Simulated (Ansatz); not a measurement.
# In: the cost of one run

Program: Ansatz 0.2.0. Level of theory: DFT LDA, scalar-relativistic, plane waves, PAW. These are calculated values, not measurements.

## 1. Starting point

The structure is tetragonal, space group I4/mmm (No. 139). The conventional cell has a = 3.151 Å, b = 3.151 Å, c = 4.948 Å, α = 90.00°, β = 90.00°, γ = 90.00°. Around In (site symmetry 4/mmm) lie 12 In at 3.15 to 3.33 Å.

Coordinates:

```xyz
1
Lattice="-1.5753 1.5753 2.4740 1.5753 -1.5753 2.4740 1.5753 1.5753 -2.4740" Properties=species:S:1:pos:R:3 pbc="T T T"
In    0.0000    0.0000    0.0000
```

This cell was relaxed beforehand with the same method: volume 24.56 Å³/atom, gap on the mesh none (metal).

## 2. The bulk in the cell of the plane

Contents of input.yaml:

```yaml
crystal:
  lattice:
    - [3.3292651161, 0.0, 0.0]
    - [0.347665292, 3.3110625271, 0.0]
    - [1.4907999121, -1.6555312635, 2.2278393439]
  atoms:
    - { symbol: In, position: [0.0, 0.0, 0.0] }
basis:
  ecutwfc: 420
kpoints:
  mp_grid: { grid: [10, 10, 15] }
hamiltonian:
  xc: lda
scf:
  occupations: { method: gaussian, width: 0.1 }
output:
  forces: true
  stress: true
  eigenvalues: true
```

The run is started by

```bash
$ ansatz run input.yaml --threads 1 --pin off --max-ram 2560MiB --backend cpu --events-out ev --progress --plain --runs-dir out
```

What time and memory should one allow on 1 thread of Intel Xeon Platinum 8259CL at 2.50GHz (Skylake/Cascade Lake), shared host?

About 6.6 s, with a peak of 0.52 GiB.
